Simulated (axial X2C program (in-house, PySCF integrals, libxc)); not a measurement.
# SbSn: bond curves with and without spin–orbit coupling, part 2 of 2

Computed with an in-house X2C program for linear molecules on PySCF integrals; all-electron X2C, Sb dyall-cv3z, Sn dyall-cv3z. The steps go on from the part before.

### Step 9. PBE0, 2c

State followed: Ω = 3/2 (excess of +ω over −ω: ω = 3/2). The scan is laid around 2.634 Å, a first estimate of the minimum, and this SCF restarts from the orbitals of the search.

The SCF at the reference distance of 2.634 Å:

```text
two-component X2C + atomic mean field  PBE0
basis functions 253  fitting functions 1300  grid points 5806
iter        total energy     max residual
   1     -12651.450214487     1.84e-06
   2     -12651.450214488     3.21e-06
converged
one-electron -18402.14237801  Coulomb 5583.68786105  exact exchange -83.26788881  xc functional -254.73473028  nuclear repulsion 512.30140009  atomic mean-field constant -7.29447853
```

Along the bond, energies from the lowest point:

| R (Å) | E (eV) | μ (D) | HOMO (eV) | LUMO (eV) | iterations |
| --- | --- | --- | --- | --- | --- |
| 2.292 | 0.9862 | 0.47 | -5.97 | -4.38 | 13 |
| 2.397 | 0.4010 | 0.73 | -6.03 | -4.20 | 13 |
| 2.476 | 0.1536 | 0.92 | -6.01 | -4.08 | 13 |
| 2.555 | 0.0298 | 1.12 | -5.88 | -3.98 | 13 |
| 2.634 | 0.0000 | 1.31 | -5.76 | -3.88 | 2 |
| 2.726 | 0.0528 | 1.51 | -5.62 | -3.78 | 14 |
| 2.818 | 0.1688 | 1.67 | -5.51 | -3.70 | 15 |
| 2.937 | 0.3629 | 1.75 | -5.43 | -3.63 | 15 |
| 3.082 | 0.6197 | 1.82 | -5.39 | -3.56 | 14 |
| 3.292 | 0.9871 | 1.95 | -5.39 | -3.49 | 14 |

Dipoles are positive if Sn is the positive end.

Outer spinors at the reference distance:

```tsv
ω	occupied	ε (eV)	atomic character	λ mixture
-3/2	yes	-29.27	100% Sn d	85% δ, 15% π
3/2	yes	-29.27	100% Sn d	85% δ, 15% π
-1/2	yes	-29.12	100% Sn d	61% π, 39% σ
1/2	yes	-29.12	100% Sn d	60% π, 40% σ
5/2	yes	-28.29	100% Sn d	100% δ
-5/2	yes	-28.27	100% Sn d	100% δ
3/2	yes	-28.14	100% Sn d	85% π, 15% δ
-3/2	yes	-28.13	100% Sn d	85% π, 15% δ
-1/2	yes	-28.11	100% Sn d	61% σ, 39% π
1/2	yes	-28.10	100% Sn d	60% σ, 40% π
1/2	yes	-15.10	62% Sb s, 22% Sn s, 8% Sn p	100% σ
-1/2	yes	-14.45	58% Sb s, 27% Sn s, 8% Sn p	100% σ
1/2	yes	-11.26	55% Sn s, 19% Sb s, 16% Sb p	100% σ
-1/2	yes	-11.00	52% Sn s, 23% Sb s, 15% Sb p	100% σ
-1/2	yes	-6.42	70% Sb p, 24% Sn p, 3% Sn d	90% π, 10% σ
1/2	yes	-6.27	48% Sb p, 39% Sn p, 8% Sn s	96% σ, 4% π
-1/2	yes	-6.05	45% Sn p, 44% Sb p, 6% Sn s	88% σ, 12% π
3/2	yes	-6.01	66% Sb p, 28% Sn p, 3% Sn d	100% π
1/2	yes	-5.76	54% Sb p, 41% Sn p, 2% Sn d	97% π, 3% σ
-3/2	no	-3.88	52% Sb p, 45% Sn p	100% π
-1/2	no	-2.65	66% Sn p, 25% Sb p, 5% Sb d	98% π, 2% σ
1/2	no	-2.39	54% Sn p, 36% Sb p, 4% Sn d	99% π, 1% σ
3/2	no	-2.36	65% Sn p, 26% Sb p, 5% Sb d	100% π
```

PBE0 fields in the half plane through the axis: z from -2.4 to 4.8 Å across, distance from the axis 0.15 to 2.25 Å upwards; Sb lies at z = 0 and Sn at z = 2.634 Å; the ELF is damped to zero where the density is low.

log10 density (e/bohr³). Ten even steps from '0' (-4.08 ) to '9' (1.83 ):
```
0001112222222222221111100
0011222222222222222222110
0112233333333333333322211
1122333444433333343333221
1223344444444444444443322
1233445555544445565544322
1233455777554456776544332
2234456898655557897654332
```

ELF. Ten even steps from '0' (0.00 ) to '9' (0.91 ):
```
0000123333333221111221000
0012455555555432234444310
0135677766666543345677642
0357887766676643345688875
2478886433567642223579997
3688863332257522343358998
4789843787336525887348999
4789735585626427187537999
```

Re = 2.623 Å, ωe = 230.7 cm⁻¹, Be = 0.04069 cm⁻¹, De = 2.45 eV, μ = 1.28 D.

### Step 10. HF, 2c

Output at 2.634 Å:

```text
two-component X2C + atomic mean field  HF
basis functions 253  fitting functions 1300  grid points 5806
iter        total energy     max residual
   1     -12646.519150651     3.72e-01
   2     -12646.556792186     5.55e-03
   3     -12646.558414757     2.80e-03
   4     -12646.558970842     3.23e-03
   5     -12646.559442015     2.68e-03
   6     -12646.559922450     2.90e-03
   7     -12646.559862579     2.88e-03
   8     -12646.557712484     1.69e-03
   9     -12646.556498215     1.25e-03
  10     -12646.556060074     8.42e-04
  11     -12646.555689220     9.14e-04
  12     -12646.555516061     1.08e-03
  13     -12646.556320873     9.73e-04
  14     -12646.557261897     1.88e-03
  15     -12646.557202129     1.84e-03
  16     -12646.557388560     1.98e-03
  17     -12646.557421285     1.96e-03
  18     -12646.557534628     1.96e-03
  19     -12646.557490952     1.93e-03
  20     -12646.557405804     1.67e-03
  21     -12646.557721659     1.81e-03
  22     -12646.556875592     1.40e-03
  23     -12646.519150651     3.87e-01
  24     -12646.556800765     7.49e-03
  25     -12646.558503211     1.30e-02
  26     -12646.559279678     6.11e-03
  27     -12646.560756833     8.47e-03
  28     -12646.561121385     3.32e-02
  29     -12646.563905431     1.93e-02
  30     -12646.565521649     1.59e-02
  31     -12646.566574980     5.92e-03
  32     -12646.567646708     1.67e-03
  33     -12646.567754955     9.26e-04
  34     -12646.567789155     4.72e-04
  35     -12646.567798696     2.89e-04
  36     -12646.567802418     1.79e-04
  37     -12646.567803200     1.34e-04
  38     -12646.567803821     6.77e-05
  39     -12646.567803950     6.24e-05
  40     -12646.567804028     4.43e-05
  41     -12646.567804073     2.37e-05
  42     -12646.567804097     1.02e-05
  43     -12646.567804103     5.81e-06
  44     -12646.567804104     1.16e-06
converged
one-electron -18400.15336923  Coulomb 5581.83177142  exact exchange -333.25312786  xc functional 0.00000000  nuclear repulsion 512.30140009  atomic mean-field constant -7.29447853
```

Re = 2.787 Å, ωe = 157.8 cm⁻¹, ωexe = 0.635 cm⁻¹, Be = 0.03605 cm⁻¹, De = 0.622 eV, μ = 1.17 D.

### Step 11. BP86, 2c

Output at 2.634 Å:

```text
two-component X2C + atomic mean field  BP86
basis functions 253  fitting functions 1300  grid points 5806
iter        total energy     max residual
   1     -12653.607028301     1.49e-01
   2     -12653.612781900     5.28e-03
   3     -12653.595074787     2.36e-02
   4     -12653.613779918     8.64e-04
   5     -12653.613722041     1.44e-03
   6     -12653.613802160     3.36e-04
   7     -12653.613804674     6.36e-05
   8     -12653.613805292     2.02e-05
   9     -12653.613805457     8.55e-06
  10     -12653.613805462     6.91e-06
  11     -12653.613805464     5.34e-07
converged
one-electron -18402.33565617  Coulomb 5583.86437085  exact exchange 0.00000000  xc functional -340.14944170  nuclear repulsion 512.30140009  atomic mean-field constant -7.29447853
```

Re = 2.661 Å, ωe = 215.6 cm⁻¹, ωexe = 0.38 cm⁻¹, Be = 0.03955 cm⁻¹, De = 2.83 eV, μ = 1.14 D.

### Step 12. Correlated methods, 2c

Correlated methods: 9 electrons correlated (frozen shells, counted by type: Sb 4 s, 3 p, 2 d; Sn 4 s, 3 p, 2 d), 319 virtual spinors in MP2, 90 natural virtuals in coupled cluster.

Output of the correlated part at 2.634 Å:

```text
correlated 9  virtual 319  natural virtual 90  E(MP2) -0.146405329  MP2 remainder -0.005176711
iter   CCSD correlation   residual
   1     -0.159761992   1.39e-01
   2     -0.168118386   7.43e-02
   3     -0.170749273   4.83e-02
   4     -0.173767380   3.53e-02
   5     -0.174981542   1.64e-02
   6     -0.175376184   5.22e-03
   7     -0.175428173   1.97e-03
   8     -0.175431134   9.66e-04
   9     -0.175430179   5.19e-04
  10     -0.175428542   2.52e-04
  11     -0.175429222   1.16e-04
  12     -0.175429125   5.61e-05
  13     -0.175429687   2.87e-05
  14     -0.175430183   1.50e-05
  15     -0.175430731   9.82e-06
  16     -0.175431070   5.83e-06
  17     -0.175431265   3.26e-06
  18     -0.175431383   1.73e-06
  19     -0.175431418   8.56e-07
  20     -0.175431435   5.02e-07
(T) -0.010699098  T1 0.1122  D1 0.2653  max T2 0.124
```

MP2: No constants are quoted: the reference is strongly spin-contaminated.

CCSD: Re = 2.649 Å, ωe = 210.0 cm⁻¹, ωexe = 0.78 cm⁻¹, Be = 0.03991 cm⁻¹, De = 1.73 eV. T1 at Re = 0.079 (Lee–Taylor, the printed value over √2).

CCSD(T): Re = 2.646 Å, ωe = 219.2 cm⁻¹, ωexe = 0.717 cm⁻¹, Be = 0.03999 cm⁻¹, De = 1.89 eV. T1 at Re = 0.079 (Lee–Taylor, the printed value over √2).

### Step 13. A higher determinant, 2c

State: Ω = 1/2 (excess of +ω over −ω: ω = 1/2).

Output at the reference distance:

```text
two-component X2C + atomic mean field  PBE0
basis functions 253  fitting functions 1300  grid points 5806
iter        total energy     max residual
   1     -12651.438206403     1.49e-05
   2     -12651.438206428     1.32e-05
   3     -12651.438206437     1.33e-05
   4     -12651.438206454     6.75e-06
   5     -12651.438206479     3.63e-06
   6     -12651.438206480     9.17e-07
converged
one-electron -18401.83450718  Coulomb 5583.38653217  exact exchange -83.26675824  xc functional -254.73039480  nuclear repulsion 512.30140009  atomic mean-field constant -7.29447853
```

| R (Å) | E above the lowest PBE0 point (eV) |
| --- | --- |
| 2.292 | 0.955 |
| 2.397 | 0.597 |
| 2.476 | 0.470 |
| 2.555 | 0.356 |
| 2.634 | 0.327 |
| 2.726 | 0.377 |
| 2.818 | 0.489 |
| 2.937 | 0.677 |
| 3.082 | 0.931 |

No constants are quoted: the dipole of the solution doesn't run smoothly along the scan, a sign that its character may change, so the fit is set aside.

### Step 14. The 2c curves together

Energy (eV) of the followed determinant, 2c, from each level's lowest point:

| R (Å) | PBE0 | HF | MP2 (spin-contaminated) | CCSD | CCSD(T) | BP86 |
| --- | --- | --- | --- | --- | --- | --- |
| 2.292 | 0.986 | 1.334 | 0.817 | n/a | n/a | 1.117 |
| 2.397 | 0.401 | 0.702 | 0.294 | 0.459 | 0.472 | 0.495 |
| 2.476 | 0.154 | 0.399 | 0.120 | 0.191 | 0.196 | 0.217 |
| 2.555 | 0.030 | 0.198 | 0.032 | 0.049 | 0.050 | 0.062 |
| 2.634 | 0.000 | 0.076 | 0.000 | 0.000 | 0.000 | 0.000 |
| 2.726 | 0.053 | 0.009 | 0.015 | 0.025 | 0.029 | 0.017 |
| 2.818 | 0.169 | 0.000 | 0.072 | 0.106 | 0.121 | 0.102 |
| 2.937 | 0.363 | 0.048 | 0.189 | 0.257 | 0.290 | 0.281 |
| 3.082 | 0.620 | 0.154 | 0.384 | n/a | n/a | 0.557 |
| 3.292 | 0.987 | 0.312 | 0.718 | n/a | n/a | 0.980 |

The whole job took 4.5 min on 1 thread of Arm Neoverse V1, shared host; peak memory 0.71 GiB.

### Step 15. Results

This closing draws on all 2 parts.

Lowest determinant that the search found at its distance, spin-free: M_S = 1/2, Λ = 1 (beyond closed shells: π+α, π+β, π-α).

Lowest determinant that the search found at its distance, 2c: Ω = 3/2 (excess of +ω over −ω: ω = 3/2).

| Hamiltonian | level | Re (Å) | ωe (cm⁻¹) | De (eV) | μ (D) |
| --- | --- | --- | --- | --- | --- |
| spin-free | PBE0 | 2.622 | 231.2 | 2.33 | 1.32 |
| spin-free | HF | 2.785 | 160.6 | 0.554 | 1.11 |
| spin-free | CCSD | 2.650 | 210.8 | 1.82 | n/a |
| spin-free | CCSD(T) | 2.647 | 220.4 | 2.00 | n/a |
| spin-free | BP86 | 2.658 | 217.8 | 2.72 | 1.18 |
| 2c | PBE0 | 2.623 | 230.7 | 2.45 | 1.28 |
| 2c | HF | 2.787 | 157.8 | 0.622 | 1.17 |
| 2c | CCSD | 2.649 | 210.0 | 1.73 | n/a |
| 2c | CCSD(T) | 2.646 | 219.2 | 1.89 | n/a |
| 2c | BP86 | 2.661 | 215.6 | 2.83 | 1.14 |

Dipoles are positive if Sn is the positive end. No constants: spin-free MP2 (the reference is strongly spin-contaminated); 2c MP2 (the reference is strongly spin-contaminated). Spin-free ⟨S²⟩ is off its pure value at HF 1.51.

Time per point (s) on 1 thread of Arm Neoverse V1, shared host (2c runs; CCSD comes with the CCSD(T) run); the times are rough: PBE0 1.9, HF 2.3, CCSD(T) 7.4, BP86 0.7.

At CCSD(T), going from spin-free to two-component changes Re by 0 mÅ, ωe by -0.5 %, which is small (part of it comes from the scalar share of the two-electron terms). De moves by -0.11 eV; both De rest on single-determinant atoms, which can miss part of an open shell's spin–orbit lowering.

De refers to Sb + Sn, each in the lowest determinant found, which need not be this curve's own limit. Each curve is one determinant whose occupation by symmetry is held fixed; it was picked as the lowest of a PBE0 search that is not exhaustive. Dissociation energies refer to the lowest single-determinant-based atoms at the same level and basis. Density functionals use the spin component along the axis (collinear). Coupled cluster ran in a truncated set of natural virtual spinors; the MP2 energy of the rest was added. At some level an empty orbital lies below a filled one. The spin-free determinant is spin-contaminated at some levels. With the outer-core shells frozen, correlated bond lengths of heavy atoms tend to come out a few hundredths of an ångström too long. T1 at Re is 0.080 (Lee–Taylor), above the customary mark of 0.02.
